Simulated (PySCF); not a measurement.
# Ni⁻: electron affinity in x2c-QZVPPall plus 1 even-tempered diffuse shell per l

Each state of nickel is computed at each level; their differences give the electron affinity. How far do the methods differ?

Method: unrestricted determinants in a Gaussian basis, no spin-orbit coupling in the energies. Code: PySCF 2.14.0.

## Step 1: The system

| Property | Result |
| --- | --- |
| Element | nickel (Z = 28) |
| Basis | x2c-QZVPPall with one added diffuse shell each of s, p, d, f, g type (12s8p7d5f3g, 133 functions) |
| Hamiltonian | the spin-free X2C one-electron Hamiltonian (Gaussian nucleus) |
| State 1 | Ni⁻: [Ar] 3d9 4s2, 2D determinant |
| Needed too, but not shown | Ni [Ar] 3d8 4s2 (3F) |
| Methods | UHF, LDA, PBE, PBE0, r2SCAN, PBEsol, PW91, B3LYP, MP2 |
| Core shells frozen in the correlated runs | valence: [Ar]; valence and next inner shell: [Ne] (for Ni⁻) |

The outer shells:

Ni- [Ar] 3d9 4s2
```
[Ar] core
3d [↑↓][↑↓][↑↓][↑↓][↑ ]
4s [↑↓]
```

One driver process ran all states and methods and kept the integrals in memory. Each run is shown as a PySCF script that sums up its settings (the driver passes frozen orbitals as a list and adds second-order terms of double hybrids); the logs are those of the runs themselves. The driver starts from symmetry-adapted Hartree-Fock orbitals, holds the occupation by maximum overlap and uses a logarithmic radial grid for functionals, so a plain start would take other cycles.

The integrals over 133 functions and the set-up took 2.5 s of CPU time.

## Step 2: Ni⁻, method by method

Level: UHF.

input.py reads:

```python
from pyscf import gto, scf, dft, mp, cc
import basis_set_exchange as bse
mol = gto.M(atom="Ni 0 0 0", charge=-1, spin=1, symmetry="D2h",
            basis=gto.basis.parse(bse.get_basis("x2c-QZVPPall", elements=["Ni"], fmt="nwchem", augment_diffuse=1)),
            nucmod="G")
mf = scf.UHF(mol).sfx2c1e()
mf.irrep_nelec = {'Ag': (6, 5), 'B1g': (1, 1), 'B2g': (1, 1), 'B3g': (1, 1), 'B1u': (2, 2), 'B2u': (2, 2), 'B3u': (2, 2)}
mf.kernel()
```

The program printed:

```text
damping factor = 0
level_shift factor = 0
DIIS = <class 'pyscf.scf.diis.CDIIS'>
diis_start_cycle = 1
diis_space = 10
diis_damp = 0
SCF conv_tol = 1e-09
SCF conv_tol_grad = None
number electrons alpha = 15  beta = 14
cycle= 1 E= -1519.0708999363  delta_E= -0.00487  |g|= 0.0263  |ddm|= 0.0273
cycle= 2 E= -1519.07099067985  delta_E= -9.07e-05  |g|= 0.00463  |ddm|= 0.00465
cycle= 3 E= -1519.07099559649  delta_E= -4.92e-06  |g|= 0.00304  |ddm|= 0.0028
cycle= 4 E= -1519.07099736262  delta_E= -1.77e-06  |g|= 0.000745  |ddm|= 0.00093
cycle= 5 E= -1519.07099819439  delta_E= -8.32e-07  |g|= 0.00033  |ddm|= 0.00168
cycle= 6 E= -1519.07099851806  delta_E= -3.24e-07  |g|= 0.000111  |ddm|= 0.00213
cycle= 7 E= -1519.07099859838  delta_E= -8.03e-08  |g|= 6.25e-05  |ddm|= 0.00165
cycle= 8 E= -1519.07099865427  delta_E= -5.59e-08  |g|= 4.38e-05  |ddm|= 0.00178
cycle= 9 E= -1519.07099869495  delta_E= -4.07e-08  |g|= 3.61e-05  |ddm|= 0.00174
cycle= 10 E= -1519.07099874547  delta_E= -5.05e-08  |g|= 2.31e-05  |ddm|= 0.00322
cycle= 11 E= -1519.0709987642  delta_E= -1.87e-08  |g|= 6.03e-06  |ddm|= 0.00305
cycle= 12 E= -1519.07099876447  delta_E= -2.69e-10  |g|= 1.24e-06  |ddm|= 0.000363
converged SCF energy = -1519.07099876447  <S^2> = 0.78057017  2S+1 = 2.03034
```

It used 14 s of CPU time after the integrals (shared host).

Orbital energies by shell (radii are means over both spins):

```tsv
shell	electrons	mean orbital energy (eV)	spread (eV)	rms radius (bohr)
1s α	1	-8391.6	0	0.0624
1s β	1	-8391.6	0	0.0624
2s α	1	-1039.8	0	0.265
2s β	1	-1038.8	0	0.265
2p α	3	-889.09	0.956	0.238
2p β	3	-888.13	0.047	0.238
3s α	1	-126.04	0	0.799
3s β	1	-123.32	0	0.799
3p α	3	-80.440	2.091	0.857
3p β	3	-77.215	1.484	0.857
3d α	5	-7.622	2.581	1.25
3d β	4	-6.010	2.059	1.25
4s α	1	-0.844	0	5.20
4s β	1	-0.306	0	5.20
```

⟨S²⟩ = 0.781, ⟨L²⟩ = 6.03.

Spin-orbit constants on these orbitals (cm⁻¹; bare nucleus, screened nucleus, mean field): 3d 1073, 689.9, n/a. To first order in LS coupling the lowest level has J = 5/2 and lies 0.0855 eV below the centre of the term.

Level: LDA.

input.py, as changed from the run before:

```diff
@@ -5,3 +5,3 @@
             nucmod="G")
-mf = scf.UHF(mol).sfx2c1e()
+mf = dft.UKS(mol, xc="LDA,VWN").sfx2c1e()
 mf.irrep_nelec = {'Ag': (6, 5), 'B1g': (1, 1), 'B2g': (1, 1), 'B3g': (1, 1), 'B1u': (2, 2), 'B2u': (2, 2), 'B3u': (2, 2)}
```

The program printed:

```text
damping factor = 0
level_shift factor = 0
DIIS = <class 'pyscf.scf.diis.CDIIS'>
diis_start_cycle = 1
diis_space = 10
diis_damp = 0
SCF conv_tol = 1e-09
SCF conv_tol_grad = None
number electrons alpha = 15  beta = 14
XC functionals = LDA,VWN
    P. A. M. Dirac.,  Math. Proc. Cambridge Philos. Soc. 26, 376 (1930)
    F. Bloch.,  Z. Phys. 57, 545 (1929)
    S. H. Vosko, L. Wilk, and M. Nusair.,  Can. J. Phys. 58, 1200 (1980)
cycle= 1 E= -1517.5096389652  delta_E= 0.348  |g|= 1.38  |ddm|= 2.09
cycle= 2 E= -1515.82000245882  delta_E= 1.69  |g|=  3.5  |ddm|= 2.45
cycle= 3 E= -1517.74188130901  delta_E= -1.92  |g|= 0.813  |ddm|= 1.06
cycle= 4 E= -1517.88221141941  delta_E= -0.14  |g|= 0.377  |ddm|= 0.789
cycle= 5 E= -1517.92251189646  delta_E= -0.0403  |g|= 0.0366  |ddm|= 0.463
cycle= 6 E= -1517.92301226493  delta_E= -0.0005  |g|= 0.018  |ddm|= 0.0925
cycle= 7 E= -1517.92316782262  delta_E= -0.000156  |g|= 0.00195  |ddm|= 0.0305
cycle= 8 E= -1517.92316866609  delta_E= -8.43e-07  |g|= 0.000453  |ddm|= 0.00152
cycle= 9 E= -1517.92316872627  delta_E= -6.02e-08  |g|= 4.1e-05  |ddm|= 0.000337
cycle= 10 E= -1517.92316872718  delta_E= -9.15e-10  |g|= 7.29e-06  |ddm|= 9.66e-05
converged SCF energy = -1517.92316872718  <S^2> = 0.75622246  2S+1 = 2.0062128
```

CPU time 4.3 s on a shared host, the integrals not counted.

At LDA the highest occupied level has a positive energy, so only the finite basis holds that electron; in a density functional this comes from self-interaction and does not mean that the real anion is unbound.

Level: PBE.

input.py, as changed from the run before:

```diff
@@ -5,3 +5,3 @@
             nucmod="G")
-mf = dft.UKS(mol, xc="LDA,VWN").sfx2c1e()
+mf = dft.UKS(mol, xc="PBE").sfx2c1e()
 mf.irrep_nelec = {'Ag': (6, 5), 'B1g': (1, 1), 'B2g': (1, 1), 'B3g': (1, 1), 'B1u': (2, 2), 'B2u': (2, 2), 'B3u': (2, 2)}
```

The program printed:

```text
damping factor = 0
level_shift factor = 0
DIIS = <class 'pyscf.scf.diis.CDIIS'>
diis_start_cycle = 1
diis_space = 10
diis_damp = 0
SCF conv_tol = 1e-09
SCF conv_tol_grad = None
number electrons alpha = 15  beta = 14
XC functionals = PBE
    J. P. Perdew, K. Burke, and M. Ernzerhof.,  Phys. Rev. Lett. 77, 3865 (1996)
    J. P. Perdew, K. Burke, and M. Ernzerhof.,  Phys. Rev. Lett. 78, 1396 (1997)
    J. P. Perdew, K. Burke, and M. Ernzerhof.,  Phys. Rev. Lett. 77, 3865 (1996)
    J. P. Perdew, K. Burke, and M. Ernzerhof.,  Phys. Rev. Lett. 78, 1396 (1997)
cycle= 1 E= -1519.95006295549  delta_E= 0.429  |g|= 1.46  |ddm|= 1.05
cycle= 2 E= -1518.16850081826  delta_E= 1.78  |g|= 3.59  |ddm|= 1.82
cycle= 3 E= -1520.21096165666  delta_E= -2.04  |g|= 0.886  |ddm|= 1.14
cycle= 4 E= -1520.36514916446  delta_E= -0.154  |g|= 0.477  |ddm|= 0.907
cycle= 5 E= -1520.42992721937  delta_E= -0.0648  |g|= 0.0727  |ddm|= 0.528
cycle= 6 E= -1520.43203433876  delta_E= -0.00211  |g|= 0.0269  |ddm|= 0.185
cycle= 7 E= -1520.43237787039  delta_E= -0.000344  |g|= 0.00211  |ddm|= 0.0561
cycle= 8 E= -1520.43237902276  delta_E= -1.15e-06  |g|= 0.000658  |ddm|= 0.00197
cycle= 9 E= -1520.43237847214  delta_E= 5.51e-07  |g|= 0.00348  |ddm|= 0.007
cycle= 10 E= -1520.43237911669  delta_E= -6.45e-07  |g|= 4.11e-05  |ddm|= 0.00631
cycle= 11 E= -1520.43237911759  delta_E= -8.99e-10  |g|= 8.53e-06  |ddm|= 9.39e-05
converged SCF energy = -1520.43237911759  <S^2> = 0.75750427  2S+1 = 2.0074902
```

CPU time 6.5 s on a shared host, the integrals not counted.

At PBE the highest occupied level has a positive energy, so only the finite basis holds that electron; in a density functional this comes from self-interaction and does not mean that the real anion is unbound.

Level: PBE0.

input.py, as changed from the run before:

```diff
@@ -5,3 +5,3 @@
             nucmod="G")
-mf = dft.UKS(mol, xc="PBE").sfx2c1e()
+mf = dft.UKS(mol, xc="PBE0").sfx2c1e()
 mf.irrep_nelec = {'Ag': (6, 5), 'B1g': (1, 1), 'B2g': (1, 1), 'B3g': (1, 1), 'B1u': (2, 2), 'B2u': (2, 2), 'B3u': (2, 2)}
```

The program printed:

```text
damping factor = 0
level_shift factor = 0
DIIS = <class 'pyscf.scf.diis.CDIIS'>
diis_start_cycle = 1
diis_space = 10
diis_damp = 0
SCF conv_tol = 1e-09
SCF conv_tol_grad = None
number electrons alpha = 15  beta = 14
XC functionals = PBE0
    C. Adamo and V. Barone.,  J. Chem. Phys. 110, 6158 (1999)
    M. Ernzerhof and G. E. Scuseria.,  J. Chem. Phys. 110, 5029 (1999)
cycle= 1 E= -1520.38622900921  delta_E= -0.013  |g|=  0.3  |ddm|= 0.407
cycle= 2 E= -1520.29471248058  delta_E= 0.0915  |g|= 0.791  |ddm|= 0.323
cycle= 3 E= -1520.40259737923  delta_E= -0.108  |g|= 0.0261  |ddm|= 0.222
cycle= 4 E= -1520.4027603165  delta_E= -0.000163  |g|= 0.0121  |ddm|= 0.0294
cycle= 5 E= -1520.40279769079  delta_E= -3.74e-05  |g|= 0.000407  |ddm|= 0.0108
cycle= 6 E= -1520.40279864671  delta_E= -9.56e-07  |g|= 0.000172  |ddm|= 0.00519
cycle= 7 E= -1520.40279891524  delta_E= -2.69e-07  |g|= 5.18e-05  |ddm|= 0.00432
cycle= 8 E= -1520.40279891756  delta_E= -2.33e-09  |g|= 1.86e-05  |ddm|= 0.000394
cycle= 9 E= -1520.40279891766  delta_E= -9.73e-11  |g|= 1.22e-06  |ddm|= 4.06e-05
converged SCF energy = -1520.40279891766  <S^2> = 0.75571409  2S+1 = 2.005706
```

CPU time 9 s on a shared host, the integrals not counted.

At PBE0 the highest occupied level has a positive energy, so only the finite basis holds that electron; in a density functional this comes from self-interaction and does not mean that the real anion is unbound.

Level: r2SCAN.

input.py, as changed from the run before:

```diff
@@ -5,3 +5,3 @@
             nucmod="G")
-mf = dft.UKS(mol, xc="PBE0").sfx2c1e()
+mf = dft.UKS(mol, xc="R2SCAN").sfx2c1e()
 mf.irrep_nelec = {'Ag': (6, 5), 'B1g': (1, 1), 'B2g': (1, 1), 'B3g': (1, 1), 'B1u': (2, 2), 'B2u': (2, 2), 'B3u': (2, 2)}
```

The program printed:

```text
damping factor = 0
level_shift factor = 0
DIIS = <class 'pyscf.scf.diis.CDIIS'>
diis_start_cycle = 1
diis_space = 10
diis_damp = 0
SCF conv_tol = 1e-09
SCF conv_tol_grad = None
number electrons alpha = 15  beta = 14
XC functionals = R2SCAN
    J. W. Furness, A. D. Kaplan, J. Ning, J. P. Perdew, and J. Sun.,  J. Phys. Chem. Lett. 11, 8208-8215 (2020)
    J. W. Furness, A. D. Kaplan, J. Ning, J. P. Perdew, and J. Sun.,  J. Phys. Chem. Lett. 11, 9248-9248 (2020)
    J. W. Furness, A. D. Kaplan, J. Ning, J. P. Perdew, and J. Sun.,  J. Phys. Chem. Lett. 11, 8208-8215 (2020)
    J. W. Furness, A. D. Kaplan, J. Ning, J. P. Perdew, and J. Sun.,  J. Phys. Chem. Lett. 11, 9248-9248 (2020)
cycle= 1 E= -1520.49259838657  delta_E= 0.0845  |g|= 0.751  |ddm|= 0.646
cycle= 2 E= -1519.7964651052  delta_E= 0.696  |g|= 2.12  |ddm|= 0.913
cycle= 3 E= -1520.57903738862  delta_E= -0.783  |g|= 0.365  |ddm|= 0.544
cycle= 4 E= -1520.61427076999  delta_E= -0.0352  |g|= 0.103  |ddm|= 0.266
cycle= 5 E= -1520.61715878072  delta_E= -0.00289  |g|= 0.0054  |ddm|= 0.046
cycle= 6 E= -1520.61716673863  delta_E= -7.96e-06  |g|= 0.00383  |ddm|= 0.024
cycle= 7 E= -1520.61717165081  delta_E= -4.91e-06  |g|= 0.000373  |ddm|= 0.0152
cycle= 8 E= -1520.61717197635  delta_E= -3.26e-07  |g|= 0.000165  |ddm|= 0.00664
cycle= 9 E= -1520.61717202813  delta_E= -5.18e-08  |g|= 2.56e-05  |ddm|= 0.00237
cycle= 10 E= -1520.61717203282  delta_E= -4.69e-09  |g|= 2.76e-05  |ddm|= 0.000736
cycle= 11 E= -1520.61717203323  delta_E= -4.11e-10  |g|= 3.85e-06  |ddm|= 0.000112
converged SCF energy = -1520.61717203323  <S^2> = 0.76193766  2S+1 = 2.0119022
```

It used 17 s of CPU time after the integrals (shared host).

At r2SCAN the highest occupied level has a positive energy, so only the finite basis holds that electron; in a density functional this comes from self-interaction and does not mean that the real anion is unbound.

Level: PBEsol.

input.py, as changed from the run before:

```diff
@@ -5,3 +5,3 @@
             nucmod="G")
-mf = dft.UKS(mol, xc="R2SCAN").sfx2c1e()
+mf = dft.UKS(mol, xc="PBEsol").sfx2c1e()
 mf.irrep_nelec = {'Ag': (6, 5), 'B1g': (1, 1), 'B2g': (1, 1), 'B3g': (1, 1), 'B1u': (2, 2), 'B2u': (2, 2), 'B3u': (2, 2)}
```

The program printed:

```text
damping factor = 0
level_shift factor = 0
DIIS = <class 'pyscf.scf.diis.CDIIS'>
diis_start_cycle = 1
diis_space = 10
diis_damp = 0
SCF conv_tol = 1e-09
SCF conv_tol_grad = None
number electrons alpha = 15  beta = 14
XC functionals = PBEsol
    J. P. Perdew, A. Ruzsinszky, G. I. Csonka, O. A. Vydrov, G. E. Scuseria, L. A. Constantin, X. Zhou, and K. Burke.,  Phys. Rev. Lett. 100, 136406 (2008)
    J. P. Perdew, A. Ruzsinszky, G. I. Csonka, O. A. Vydrov, G. E. Scuseria, L. A. Constantin, X. Zhou, and K. Burke.,  Phys. Rev. Lett. 100, 136406 (2008)
cycle= 1 E= -1518.56413009647  delta_E= 0.491  |g|= 1.56  |ddm|=  1.1
cycle= 2 E= -1516.65139445328  delta_E= 1.91  |g|= 3.77  |ddm|= 1.94
cycle= 3 E= -1518.86388404011  delta_E= -2.21  |g|= 0.939  |ddm|= 1.24
cycle= 4 E= -1519.03939080877  delta_E= -0.176  |g|= 0.505  |ddm|= 0.928
cycle= 5 E= -1519.11017293084  delta_E= -0.0708  |g|= 0.0476  |ddm|= 0.492
cycle= 6 E= -1519.11102418948  delta_E= -0.000851  |g|= 0.0227  |ddm|= 0.104
cycle= 7 E= -1519.11124568204  delta_E= -0.000221  |g|= 0.00164  |ddm|= 0.044
cycle= 8 E= -1519.11124629446  delta_E= -6.12e-07  |g|= 0.000599  |ddm|= 0.00169
cycle= 9 E= -1519.11124639551  delta_E= -1.01e-07  |g|= 8.95e-05  |ddm|= 0.000411
cycle= 10 E= -1519.11124639829  delta_E= -2.78e-09  |g|= 6.18e-06  |ddm|= 0.000117
cycle= 11 E= -1519.1112463983  delta_E= -1.25e-11  |g|= 7.63e-07  |ddm|= 8.49e-06
converged SCF energy = -1519.1112463983  <S^2> = 0.75767273  2S+1 = 2.0076581
```

CPU time 6.4 s on a shared host, the integrals not counted.

At PBEsol the highest occupied level has a positive energy, so only the finite basis holds that electron; in a density functional this comes from self-interaction and does not mean that the real anion is unbound.

Level: PW91.

input.py, as changed from the run before:

```diff
@@ -5,3 +5,3 @@
             nucmod="G")
-mf = dft.UKS(mol, xc="PBEsol").sfx2c1e()
+mf = dft.UKS(mol, xc="PW91,PW91").sfx2c1e()
 mf.irrep_nelec = {'Ag': (6, 5), 'B1g': (1, 1), 'B2g': (1, 1), 'B3g': (1, 1), 'B1u': (2, 2), 'B2u': (2, 2), 'B3u': (2, 2)}
```

The program printed:

```text
damping factor = 0
level_shift factor = 0
DIIS = <class 'pyscf.scf.diis.CDIIS'>
diis_start_cycle = 1
diis_space = 10
diis_damp = 0
SCF conv_tol = 1e-09
SCF conv_tol_grad = None
number electrons alpha = 15  beta = 14
XC functionals = PW91,PW91
    J. P. Perdew. In P. Ziesche and H. Eschrig, editors, Proceedings of the 75. WE-Heraeus-Seminar and 21st Annual International Symposium on Electronic Structure of Solids, 11. Berlin, 1991. Akademie Verlag.
    J. P. Perdew, J. A. Chevary, S. H. Vosko, K. A. Jackson, M. R. Pederson, D. J. Singh, and C. Fiolhais.,  Phys. Rev. B 46, 6671 (1992)
    J. P. Perdew, J. A. Chevary, S. H. Vosko, K. A. Jackson, M. R. Pederson, D. J. Singh, and C. Fiolhais.,  Phys. Rev. B 48, 4978 (1993)
    J. P. Perdew. In P. Ziesche and H. Eschrig, editors, Proceedings of the 75. WE-Heraeus-Seminar and 21st Annual International Symposium on Electronic Structure of Solids, 11. Berlin, 1991. Akademie Verlag.
    J. P. Perdew, J. A. Chevary, S. H. Vosko, K. A. Jackson, M. R. Pederson, D. J. Singh, and C. Fiolhais.,  Phys. Rev. B 46, 6671 (1992)
    J. P. Perdew, J. A. Chevary, S. H. Vosko, K. A. Jackson, M. R. Pederson, D. J. Singh, and C. Fiolhais.,  Phys. Rev. B 48, 4978 (1993)
cycle= 1 E= -1520.46900339349  delta_E= 0.296  |g|= 1.25  |ddm|= 1.45
cycle= 2 E= -1518.96608892786  delta_E=  1.5  |g|= 3.25  |ddm|= 1.87
cycle= 3 E= -1520.66153578514  delta_E= -1.7  |g|= 0.755  |ddm|= 0.942
cycle= 4 E= -1520.77888884798  delta_E= -0.117  |g|= 0.36  |ddm|= 0.867
cycle= 5 E= -1520.81778539612  delta_E= -0.0389  |g|= 0.0666  |ddm|= 0.529
cycle= 6 E= -1520.81961001179  delta_E= -0.00182  |g|= 0.0216  |ddm|= 0.204
cycle= 7 E= -1520.81984488814  delta_E= -0.000235  |g|= 0.00249  |ddm|= 0.0722
cycle= 8 E= -1520.81984731861  delta_E= -2.43e-06  |g|= 0.000156  |ddm|= 0.00666
cycle= 9 E= -1520.81984732359  delta_E= -4.98e-09  |g|= 0.00014  |ddm|= 0.00103
cycle= 10 E= -1520.8198473281  delta_E= -4.51e-09  |g|= 0.00017  |ddm|= 0.000345
cycle= 11 E= -1520.81984733073  delta_E= -2.63e-09  |g|= 5.96e-06  |ddm|= 0.000282
cycle= 12 E= -1520.81984733073  delta_E= -8.87e-12  |g|= 3.49e-06  |ddm|= 1.32e-05
converged SCF energy = -1520.81984733073  <S^2> = 0.75696999  2S+1 = 2.0069579
```

It used 7 s of CPU time after the integrals (shared host).

At PW91 the highest occupied level has a positive energy, so only the finite basis holds that electron; in a density functional this comes from self-interaction and does not mean that the real anion is unbound.

Level: B3LYP.

input.py, as changed from the run before:

```diff
@@ -5,3 +5,3 @@
             nucmod="G")
-mf = dft.UKS(mol, xc="PW91,PW91").sfx2c1e()
+mf = dft.UKS(mol, xc="B3LYP").sfx2c1e()
 mf.irrep_nelec = {'Ag': (6, 5), 'B1g': (1, 1), 'B2g': (1, 1), 'B3g': (1, 1), 'B1u': (2, 2), 'B2u': (2, 2), 'B3u': (2, 2)}
```

The program printed:

```text
damping factor = 0
level_shift factor = 0
DIIS = <class 'pyscf.scf.diis.CDIIS'>
diis_start_cycle = 1
diis_space = 10
diis_damp = 0
SCF conv_tol = 1e-09
SCF conv_tol_grad = None
number electrons alpha = 15  beta = 14
XC functionals = B3LYP
    P. J. Stephens, F. J. Devlin, C. F. Chabalowski, and M. J. Frisch.,  J. Phys. Chem. 98, 11623 (1994)
cycle= 1 E= -1520.67758661254  delta_E= -0.0114  |g|= 0.383  |ddm|= 0.469
cycle= 2 E= -1520.51214439299  delta_E= 0.165  |g|= 1.06  |ddm|= 0.397
cycle= 3 E= -1520.70411118051  delta_E= -0.192  |g|= 0.0546  |ddm|= 0.294
cycle= 4 E= -1520.70473708912  delta_E= -0.000626  |g|= 0.0114  |ddm|= 0.0341
cycle= 5 E= -1520.70477556847  delta_E= -3.85e-05  |g|= 0.00098  |ddm|= 0.0117
cycle= 6 E= -1520.7047762926  delta_E= -7.24e-07  |g|= 0.0001  |ddm|= 0.00291
cycle= 7 E= -1520.70477635225  delta_E= -5.97e-08  |g|= 5.08e-05  |ddm|= 0.00158
cycle= 8 E= -1520.70477635431  delta_E= -2.06e-09  |g|= 1.68e-05  |ddm|= 0.000284
cycle= 9 E= -1520.70477635439  delta_E= -8.07e-11  |g|= 6.12e-07  |ddm|= 2.31e-05
converged SCF energy = -1520.70477635439  <S^2> = 0.75457082  2S+1 = 2.0045656
```

CPU time 9.1 s on a shared host, the integrals not counted.

At B3LYP the highest occupied level has a positive energy, so only the finite basis holds that electron; in a density functional this comes from self-interaction and does not mean that the real anion is unbound.

Level: MP2 (valence).

input.py, as changed from the run before:

```diff
@@ -5,4 +5,5 @@
             nucmod="G")
-mf = dft.UKS(mol, xc="B3LYP").sfx2c1e()
+mf = scf.UHF(mol).sfx2c1e()
 mf.irrep_nelec = {'Ag': (6, 5), 'B1g': (1, 1), 'B2g': (1, 1), 'B3g': (1, 1), 'B1u': (2, 2), 'B2u': (2, 2), 'B3u': (2, 2)}
 mf.kernel()
+mp.UMP2(mf, frozen=9).kernel()
```

No log was kept for this step.

CPU time 2.3 s on a shared host, the integrals not counted.

With 11 electrons correlated, the MP2 correlation energy is -0.46718 hartree (-0.16467 same spin, -0.30250 opposite spin); the SCS form gives -0.41790. Largest pairs of shells: 3d-3d -0.4109, 3d-4s -0.0382, 4s-4s -0.0181.

## Step 3: Ni⁻, continued

Level: MP2 (valence and next inner shell).

Changes to input.py since step 2:

```diff
@@ -8,2 +8,2 @@
 mf.kernel()
-mp.UMP2(mf, frozen=9).kernel()
+mp.UMP2(mf, frozen=5).kernel()
```

The driver printed no log here.

It used 3.3 s of CPU time after the integrals (shared host).

With 19 electrons correlated, the MP2 correlation energy is -0.85543 hartree (-0.28130 same spin, -0.57412 opposite spin); the SCS form gives -0.78272. Largest pairs of shells: 3d-3d -0.4109, 3p-3d -0.2371, 3p-3p -0.0565, 3s-3d -0.0564, 3d-4s -0.0382.

Radial density 4πr²ρ of Ni⁻ at UHF:

```tsv
r (bohr)	density	spin density
0.00102	0.273	0.000
0.00172	0.693	0.000
0.00289	1.72	0.000
0.00486	4.09	0.000
0.00818	9.08	0.000
0.0138	17.9	0.000
0.0231	28.9	0.000
0.0389	34.0	0.000
0.0655	28.2	0.000
0.110	30.2	0.013
0.185	38.1	0.106
0.312	20.0	0.456
0.524	19.0	0.999
0.882	15.7	0.868
1.48	4.06	0.312
2.49	0.963	0.085
4.20	0.390	0.013
7.06	0.131	-0.025
11.9	0.0152	-0.007
20.0	1.51e-05	0.000
```

## Step 4: Differences of total energies

Electron affinity: Ni⁻ [Ar] 3d9 4s2 (2D) → Ni [Ar] 3d8 4s2 (3F).

```tsv
method	value (eV)	error (eV)
UHF	-1.799	-3.008
LDA	2.364	+1.155
PBE	1.821	+0.612
PBE0	1.042	-0.167
r2SCAN	1.024	-0.185
PBEsol	1.952	+0.743
PW91	1.872	+0.663
B3LYP	1.276	+0.067
MP2 (valence)	1.317	+0.108
SCS-MP2 (valence)	1.001	-0.208
MP2 (valence and next inner shell)	1.897	+0.688
SCS-MP2 (valence and next inner shell)	1.430	+0.221
```

Reference: 1.156 eV (measured; CRC Handbook (2014) and Andersen, Phys. Rep. 394, 157 (2004), with later updates, as tabulated in the mendeleev Python package). A first-order spin-orbit estimate (lowest level to lowest level, LS coupling) adds -0.053 eV; the last energy column includes it. In the anion the highest occupied orbital energy is positive at LDA, PBE, PBE0, r2SCAN, PBEsol, PW91, B3LYP, a self-interaction effect; the basis confines that electron, and the energy difference can still be sensible.

The differences also use runs on Ni [Ar] 3d8 4s2 (3F), which are not shown here.

## Step 5: Summary of results

| quantity | value |
| --- | --- |
| electron affinity, Ni | UHF -1.799, MP2 (valence and next inner shell) 1.897 eV; reference 1.156 |

Each level's miss (mean over 1 difference):

```tsv
method	mean absolute miss against the measured value (with the measured fine structure taken into account where it is known) (eV)
UHF	3.008
LDA	1.155
PBE	0.612
PBE0	0.167
r2SCAN	0.185
PBEsol	0.743
PW91	0.663
B3LYP	0.067
MP2 (valence)	0.108
SCS-MP2 (valence)	0.208
MP2 (valence and next inner shell)	0.688
SCS-MP2 (valence and next inner shell)	0.221
```

What this shows: Against experiment B3LYP comes closest (off by 0.07 eV) and UHF is farthest (3.01 eV). Hartree-Fock falls short because the species with more electrons holds more correlation energy, which it lacks. PBE is off by +0.61 eV. The basis is finite, and no extrapolation was made.
